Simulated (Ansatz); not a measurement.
This script makes a test of the smearing width of TaN, space group P-62m with Ansatz's Python interface.

Input file `tan.vasp`:
```text
TaN
1.0
   5.19600000    0.00000000    0.00000000
  -2.59800000    4.49986800    0.00000000
   0.00000000    0.00000000    2.91100000
Ta N
3 3
Direct
   0.33333333    0.66666667    0.50000000
   0.66666667    0.33333333    0.50000000
   0.00000000    0.00000000    0.00000000
   0.39285000    0.00000000    0.00000000
   0.60715000    0.60715000    0.00000000
   0.00000000    0.39285000    0.00000000
```

`tan_smear.py`
```python
"""How the energy of TaN depends on the smearing."""

import warnings

import ansatz as az
from ase.io import read
from tabulate import tabulate

warnings.simplefilter("ignore", az.DeckWarning)

atoms = read("tan.vasp", format="vasp")
xtal = az.Crystal.from_ase(atoms)

job = xtal.calculation()
job = job.functional("lda")
job = job.basis(35 * az.Ry).kpoints(spacing=0.32)

rows = []
for value in [0.5, 0.3, 0.2, 0.1]:
    summary = job.occupations("cold", width=value).run(threads=1).report
    rows.append((value, summary["free_energy_ev"] / len(summary["lattice"]["sites"]), summary["n_iterations"], summary["n_kpoints"]))

print(tabulate(rows, headers=["width (eV)", "F/atom (eV)", "iterations", "k-points"], floatfmt=".4f", tablefmt="grid"))

# differences from the last row
for row in rows[:-1]:
    shift = 1000 * (row[1] - rows[-1][1])
    print(f"{row[0]}: {shift:+.2f} meV/atom" + ("  (within 2 meV)" if abs(shift) < 2 else ""))
```

How much does the free energy per atom change between the narrowest and the widest smearing, and why?

Going from 0.1 to 0.5 eV changes F by +1.3 meV an atom. This scheme is built to cancel the term in the square of the width, so the shifts stay small and are partly the mesh's error.

The output:

Output of `python tan_smear.py`:
```text
+--------------+---------------+--------------+------------+
|   width (eV) |   F/atom (eV) |   iterations |   k-points |
+==============+===============+==============+============+
|       0.5000 |    -5029.6324 |            7 |         20 |
+--------------+---------------+--------------+------------+
|       0.3000 |    -5029.6338 |            7 |         20 |
+--------------+---------------+--------------+------------+
|       0.2000 |    -5029.6337 |            7 |         20 |
+--------------+---------------+--------------+------------+
|       0.1000 |    -5029.6337 |            7 |         20 |
+--------------+---------------+--------------+------------+
0.5: +1.33 meV/atom  (within 2 meV)
0.3: -0.06 meV/atom  (within 2 meV)
0.2: +0.02 meV/atom  (within 2 meV)
```

Spin is left out of this run. The mesh is modest for a metal, so energies can be off by several to tens of meV an atom and pressures by half a GPa or more; differences at equal mesh fare better. The narrowest width needs the finest mesh, so the last row is no converged reference. Spin-orbit coupling, which matters for elements this heavy, is left out. The structure is a deposited one; some such entries were measured under pressure or heat, so a shift against it needn't be the functional's error alone. Wall time of the script: 19 s on 1 thread of Arm Neoverse V1, with other jobs on the host, peak memory 0.42 GiB.
